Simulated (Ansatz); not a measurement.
# Scandium, omega (AlB2-type) under r²SCAN: ground state and equation of state

What does r²SCAN give for scandium in the omega (AlB2-type) structure? We relax it, solve it on a dense k-mesh, then scale the cell to 7 volumes from 88 to 112 % of the relaxed one and try a fit of the equation of state. The start is ferromagnetic. The k-meshes are 7×7×10 for the relaxation; 9×9×13 for the dense run; 8×8×11 for the volumes.

Computed with Ansatz 0.2.0 (DFT r2SCAN, plane waves (500 eV) with PAW, scalar-relativistic; PAW files made under PBE, frozen cores solved again for the functional, unless a step says otherwise).

### 1 The system as given

The structure is hexagonal, space group P6/mmm (No. 191). The conventional cell has a = 5.208 Å, b = 5.208 Å, c = 3.193 Å, α = 90.00°, β = 90.00°, γ = 120.00°. Sc (site symmetry 6/mmm) is surrounded by 14 Sc at 3.19 to 3.40 Å. Sc (site symmetry -6m2) is surrounded by 11 Sc at 3.01 to 3.40 Å.

As a file:

```
CELL_PARAMETERS angstrom
5.20838 0.00000 0.00000
-2.60419 4.51059 0.00000
0.00000 0.00000 3.19273
ATOMIC_POSITIONS crystal
Sc 0.00000 0.00000 0.00000
Sc 0.33333 0.66667 0.50000
Sc 0.66667 0.33333 0.50000
```

Starting moments (μB): +1 ×3.

### 2 Relaxation of the cell

input.yaml

```yaml
crystal:
  lattice:
    - [5.2083761254, 0.0, 0.0]
    - [-2.6041880627, 4.5105860371, 0.0]
    - [0.0, 0.0, 3.1927345649]
  atoms:
    - { symbol: Sc, position: [0.0, 0.0, 0.0], spin: 1.0 }
    - { symbol: Sc, position: [0.3333333333, 0.6666666667, 0.5], spin: 1.0 }
    - { symbol: Sc, position: [0.6666666667, 0.3333333333, 0.5], spin: 1.0 }
hamiltonian:
  xc: r2scan
  pseudopotentials:
    kind: paw
    azcp:
      Sc: "pseudopotentials/Sc.paw.azcp"
basis:
  ecutwfc: 500
  fft_grid_basis: typed
kpoints:
  mp_grid: { grid: [7, 7, 10], shift: [0, 0, 0] }
magnetization:
  spin_polarized: true
scf:
  occupations: { method: fermi_dirac, width: 0.05 }
relax:
  max_steps: 60
  f_tol: 0.01
  cell: {}
```

Command:

```
$ ansatz run input.yaml --threads 2 --pin off --max-ram 6144MiB --backend cpu --events-out ev --progress --plain --runs-dir out
```

The runs that follow: Dense single point; The cell scaled to 88 % of its volume; The cell scaled to 92 % of its volume; The cell scaled to 96 % of its volume; The cell scaled to 100 % of its volume; The cell scaled to 104 % of its volume; The cell scaled to 108 % of its volume; The cell scaled to 112 % of its volume.

What does the calculation give? Wanted: space group; conventional cell; volume; shortest distance; gap on the mesh; magnetic state; V₀, B₀, B₀′.

The runs gave:

| quantity | value |
| --- | --- |
| space group (spins left aside) | P6/mmm (No. 191) |
| conventional cell | a = 5.213 Å, c = 3.155 Å (c/a = 0.605) |
| volume | 24.748 Å³/atom |
| shortest distance | 3.009 Å |
| gap on the mesh | none (levels filled in part) |
| magnetic state | ferromagnetic, up to 0.45 μB per atom |
| V₀, B₀, B₀′ | 24.755 Å³/atom, 55 GPa, 3.0 |

In words: The relaxation shrank the cell by 1.0 % in volume. The final state is ferromagnetic (largest moment 0.45 μB). No gap shows: it is a metal or semimetal at this level. The fitted modulus is 55 GPa; letting shape and positions relax at each volume could only lower it. Relaxation kept the symmetry; phonons were not checked.
